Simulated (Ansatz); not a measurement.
# BGe+ (singlet): from Hartree-Fock to the top rungs at distance Ge1–B2 = 2.792 Å, cc-pVDZ

Aim: climb from Hartree-Fock through coupled cluster and multireference methods for BGe+ (singlet) at one geometry and basis, and see what each rung misses.

Program: Ansatz 0.2.0, Gaussian basis. Level of theory: cc-pVDZ, core rule «outside noble gas», up to 15 orbitals frozen. These are calculated values, not measurements.

To be run: UHF; CCSD(T) on RHF; CCSD(T) on UHF; BCCD(T) on RHF; CISD; CCSDT(Q) on RHF; CCSDT(Q) on UHF; CCSDTQ on RHF; CASSCF and MRCISD+Q, 2 electrons in 2 orbitals; CASSCF and NEVPT2, 2 electrons in 2 orbitals; CASSCF and MRCISD+Q, 6 electrons in 8 orbitals; CASSCF and NEVPT2, 6 electrons in 8 orbitals; Full CI.

25 further runs of the same task are left out: 18 that didn't finish, 7 set aside as unsound or not needed.

**1. What is computed**

The geometry derives from a PBE0/def2-TZVP stationary point (not a proven minimum). One bond is set to the value named and the two fragments are kept rigid. No spin-orbit coupling is included. The filled d shell of Ge may be among the frozen orbitals whatever the setting's name suggests; the logs give the count.

2 atoms, charge 1, spin multiplicity 1.

Atoms are counted from 1 here; the program's logs count them from 0.

No contacts short enough for the rule that draws bonds.

**2. UHF**

in.yaml reads:

```yaml
crystal:
  periodic: [false, false, false]
  atoms:
    - {symbol: Ge, position_ang: [0.000000, 0.000000, 0.000000]}
    - {symbol: B, position_ang: [0.000000, 0.000000, 2.792000]}
basis:
  gaussian: {orbitals: cc-pVDZ}
total_charge: 1
magnetization: {spin_polarized: true, initial_magnetization: 0}
hamiltonian: {xc: hf}
output: {orbitals: {seedname: orbitals}}
```

The run is started by

```console
> ansatz run in.yaml --threads 1 --pin off --events-out ev --progress --plain --max-ram 2393MiB
```

Further steps of the session: CCSD(T) on RHF; CCSD(T) on UHF; BCCD(T) on RHF; CISD; CCSDT(Q) on RHF; CCSDT(Q) on UHF; CCSDTQ on RHF; CASSCF and MRCISD+Q, 2 electrons in 2 orbitals; CASSCF and NEVPT2, 2 electrons in 2 orbitals; CASSCF and MRCISD+Q, 6 electrons in 8 orbitals; CASSCF and NEVPT2, 6 electrons in 8 orbitals; Full CI.

Before running them: what should the planned runs give, taken together? Wanted: FCI below the RHF energy; RMP2 from FCI; RCCSD from FCI; RCCSD(T) from FCI; RCCSDT(Q) from FCI; NEVPT2 pair from FCI; NEVPT2 valence from FCI; MRCISD+Q valence from FCI; T1 diagnostic.

As calculated:

| quantity | value |
| --- | --- |
| FCI below the RHF energy | -4.0362 eV |
| RMP2 from FCI | +135.7 kJ/mol |
| RCCSD from FCI | +15.8 kJ/mol |
| RCCSD(T) from FCI | +4.5 kJ/mol |
| RCCSDT(Q) from FCI | +0.4 kJ/mol |
| NEVPT2 pair from FCI | +110.3 kJ/mol |
| NEVPT2 valence from FCI | +45.1 kJ/mol |
| MRCISD+Q valence from FCI | +3.5 kJ/mol |
| levels within 1 kcal/mol (43 meV) | RCCSDT, RCCSDT(Q), RCCSDTQ, MRCISD+Q valence |
| T1 diagnostic | 0.023 |
| effectively unpaired electrons | 0.35 |

RCCSD(T) misses by +4.5 kJ/mol, 1.1 % of the correlation energy. The occupations show some static correlation. Of the multireference levels listed MRCISD+Q valence comes nearest in total energy (+3.5 kJ/mol), which doesn't show that its space is the better one. These misses are within one basis, not against nature.
